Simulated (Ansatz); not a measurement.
**InH₂+ (singlet): the correlation ladder at angle H2–In1–H3 = 140.3°, def2-TZVPP**

Aim: climb from Hartree-Fock through coupled cluster and multireference methods for InH₂+ (singlet) at one geometry and basis, and see what each rung misses.

The runs use Ansatz 0.2.0, Gaussian basis; def2-TZVPP, core rule «outside noble gas», up to 9 orbitals frozen.

Plan: UHF; CCSD(T) on RHF; BCCD(T) on RHF; CCSDT(Q) on RHF; CASSCF and NEVPT2, 2 electrons in 2 orbitals; CASSCF and MRCISD+Q, 4 electrons in 6 orbitals; CASSCF and NEVPT2, 4 electrons in 6 orbitals; Full CI.

18 further runs of the same task are left out: 6 for a known fault of the program, 9 that didn't finish, 3 set aside as unsound or not needed.

## Step 1: The geometry

The geometry derives from a PBE0/def2-TZVP stationary point (not a proven minimum). One angle is set to the value named; bond lengths are kept. No spin-orbit coupling is included. Elements past krypton take def2 core potentials.

3 atoms, charge 1, spin multiplicity 1.

Atoms are counted from 1 here; the program's logs count them from 0.

Bond lengths: In1–H2 1.665 Å, In1–H3 1.665 Å. Angles: H2–In1–H3 140.3°.

## Step 2: UHF

File in.yaml:

```yaml
crystal:
  periodic: [false, false, false]
  atoms:
    - {symbol: In, position_ang: [-0.009757, 0.000000, 0.000000]}
    - {symbol: H, position_ang: [0.555744, 0.000000, -1.566450]}
    - {symbol: H, position_ang: [0.555744, 0.000000, 1.566450]}
basis:
  gaussian: {orbitals: def2-TZVPP}
total_charge: 1
magnetization: {spin_polarized: true, initial_magnetization: 0}
hamiltonian: {xc: hf}
output: {orbitals: {seedname: orbitals}}
```

Launch:

```console
ansatz run in.yaml --threads 1 --pin off --events-out ev --progress --plain --max-ram 2393MiB
```

Further steps of the session: CCSD(T) on RHF; BCCD(T) on RHF; CCSDT(Q) on RHF; CASSCF and NEVPT2, 2 electrons in 2 orbitals; CASSCF and MRCISD+Q, 4 electrons in 6 orbitals; CASSCF and NEVPT2, 4 electrons in 6 orbitals; Full CI.

Q: Predict the results of all the runs planned. Wanted: FCI below the RHF energy; RMP2 from FCI; RCCSD from FCI; RCCSD(T) from FCI; RCCSDT(Q) from FCI; NEVPT2 pair from FCI; NEVPT2 valence from FCI; MRCISD+Q valence from FCI; T1 diagnostic.

**Answer**, as computed:

| quantity | value |
| --- | --- |
| FCI below the RHF energy | -1.9853 eV |
| RMP2 from FCI | +460.7 meV |
| RCCSD from FCI | +28.2 meV |
| RCCSD(T) from FCI | +7.2 meV |
| RCCSDT(Q) from FCI | +0.2 meV |
| NEVPT2 pair from FCI | +414.6 meV |
| NEVPT2 valence from FCI | +160.9 meV |
| MRCISD+Q valence from FCI | -31.0 meV |
| levels within 1 kcal/mol (43 meV) | RCCSD, RCCSD(T), BCCD(T), RCCSDT, RCCSDT(Q), MRCISD valence, MRCISD+Q valence |
| T1 diagnostic | 0.011 |
| effectively unpaired electrons | 0.04 |

In words: RCCSD(T) lands +7.2 meV from the yardstick (0.4 % of the correlation energy). MRCISD valence, MRCISD+Q valence fall below full CI, which methods that aren't variational can do. One determinant dominates. Of the multireference levels listed MRCISD+Q valence comes nearest in total energy (-31.0 meV), which doesn't show that its space is the better one. These misses are within one basis, not against nature.
